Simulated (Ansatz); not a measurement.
# HfN: the cost of one run

Method: DFT PBE, scalar-relativistic, plane waves, PAW, in Ansatz 0.2.0.

**1. The structure to begin with**

Symmetry: Fm-3m, No. 225, cubic system. The conventional cell has a = 4.512 Å, b = 4.512 Å, c = 4.512 Å, α = 90.00°, β = 90.00°, γ = 90.00°. Hf (site symmetry m-3m) has 6 N at 2.26 Å as nearest neighbours. N (site symmetry m-3m) has 6 Hf at 2.26 Å as nearest neighbours.

Structure file:

```
Hf N
1.0
     0.00000    2.25600    2.25600
     2.25600    0.00000    2.25600
     2.25600    2.25600    0.00000
Hf N
1 1
Direct
  0.00000 0.00000 0.00000
  0.50000 0.50000 0.50000
```

The structure rests on an entry of the Crystallography Open Database; cell or positions may have been set otherwise for this series.

**2. Relaxing cell and atoms: HfN, no spin, 15 GPa**

Input file input.yaml:

```yaml
crystal:
  lattice:
    - [0.0, 2.256, 2.256]
    - [2.256, 0.0, 2.256]
    - [2.256, 2.256, 0.0]
  atoms:
    - { symbol: Hf, position: [0.0, 0.0, 0.0] }
    - { symbol: "N", position: [0.5, 0.5, 0.5] }
scf:
  occupations: { method: methfessel_paxton, width: 0.1 }
output:
  forces: true
  stress: true
  eigenvalues: true
  write_density: true
  write_potential: true
  elf: true
  volumetric_format: npy
kpoints:
  mp_grid: { grid: [18, 18, 18] }
hamiltonian:
  xc: pbe
relax:
  f_tol: 0.002
  adjacent_minimum: "off"
  cell: { stress_tol: 0.05, p_target: 15 }
```

The run is started by

```sh
$ ansatz run input.yaml --threads 4 --pin off --max-ram 12288MiB --backend cpu --events-out ev --progress --plain --runs-dir out
```

Q: Estimate wall time and peak memory on 4 threads of Intel Xeon Platinum 8488C (Sapphire Rapids), shared host.

About 8.2 s, with a peak of 0.46 GiB.
